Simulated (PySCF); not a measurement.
**TaF4: other functionals and bases at one geometry**

The task here is to estimate one member of a computed series from the others.

Program: PySCF 2.14.0. Level of theory: several levels, as the steps say, no spin–orbit coupling. These are calculated values, not measurements.

3 further runs of the same task are left out: 2 for a known fault of the program, 1 that didn't finish. Runs told in other sessions of the task aren't counted.

## Where the work starts

5 atoms, charge 0, spin multiplicity 2.

Bond lengths: Ta1–F2 1.875 Å, Ta1–F3 1.875 Å, Ta1–F4 1.875 Å, Ta1–F5 1.875 Å. Angles: F2–Ta1–F3 96.3°, F2–Ta1–F4 141.2°, F2–Ta1–F5 96.3°, F3–Ta1–F4 96.3°, F3–Ta1–F5 141.2°, F4–Ta1–F5 96.3°.

As a file:

```xyz
5
F4Ta
Ta    0.00000    0.00000    0.00000
F     1.76863    0.00000   -0.62260
F     0.00000    1.76863    0.62260
F    -1.76863    0.00000   -0.62260
F     0.00000   -1.76863    0.62260
```

Formal oxidation states: Ta +4. An earlier session relaxed this geometry at r2SCAN, Ta def2-SVP with ECP60, F def2-SVP (doublet, point group D2d).

At r2SCAN on the finer grid: E = -456.198178 Eh, HOMO -5.82 eV, LUMO -3.26 eV (over both spins), ⟨S²⟩ = 0.752, Mulliken charge on Ta1 +1.27 e, largest force component 0.009 eV/Å. 

Levels to run: HF; BLYP; PBE0; TPSS; r2SCAN, TZVP; r2SCAN, x2c-SVP. Hardware: 2 threads of Arm Neoverse V1, shared host.

Set-up of the first run:

run.py (the lines that set the calculation) reads:

```python
mol = gto.M(atom='''
Ta     0.00000     0.00000     0.00000
F      1.76863     0.00000    -0.62260
F      0.00000     1.76863     0.62260
F     -1.76863     0.00000    -0.62260
F      0.00000    -1.76863     0.62260''',
    basis={'Ta': 'def2-SVP', 'F': 'def2-SVP'},
    ecp={'Ta': 'def2-SVP'},
    charge=0, spin=1)
mf = scf.UHF(mol)
mf = mf.density_fit()  # fitting sets: Ta def2-universal-JKFIT, F def2-universal-JKFIT
mf.conv_tol = 1e-08; mf.max_cycle = 55
mf.kernel(dm0)  # dm0: the density of the relaxed state
```

Command:

```console
$ OMP_NUM_THREADS=2 python run.py
```

Among the steps run: HF; BLYP; PBE0; TPSS; r2SCAN, TZVP; r2SCAN, x2c-SVP.

One of the session's tables, all rows but one given; the rest of the session is left out.

| level | HOMO (eV) | gap (eV) | charge on Ta1 (e) | largest force component (eV/Å) |
| --- | --- | --- | --- | --- |
| r2SCAN (relaxed here) | -5.82 | 2.56 | 1.27 | 0.01 |
| HF | -10.95 | 11.44 | 1.97 | 0.05 |
| BLYP | -5.14 | 1.38 | 1.05 | 0.51 |
| PBE0 | -6.84 | 3.99 | 1.33 | 0.18 |
| TPSS | -5.41 | 1.87 | 1.17 | 0.23 |
| r2SCAN, TZVP | ? | ? | ? | ? |
| r2SCAN, x2c-SVP | -6.15 | 2.43 | 1.26 | 0.89 |

Q: Estimate the row for r2SCAN, TZVP from the others.

**Answer.** HOMO (eV): -5.84; gap (eV): 2.55; charge on Ta1 (e): 1.50; largest force component (eV/Å): 0.20. In the column «HOMO (eV)» it lies between r2SCAN, x2c-SVP (-6.15) and r2SCAN (relaxed here) (-5.82).

In one basis the HOMO–LUMO gap runs from 1.38 eV (BLYP) to 11.44 eV (HF). The largest leftover force, 0.89 eV/Å with r2SCAN, x2c-SVP, stands at a geometry relaxed at another level. Total energies of different levels can't be compared.
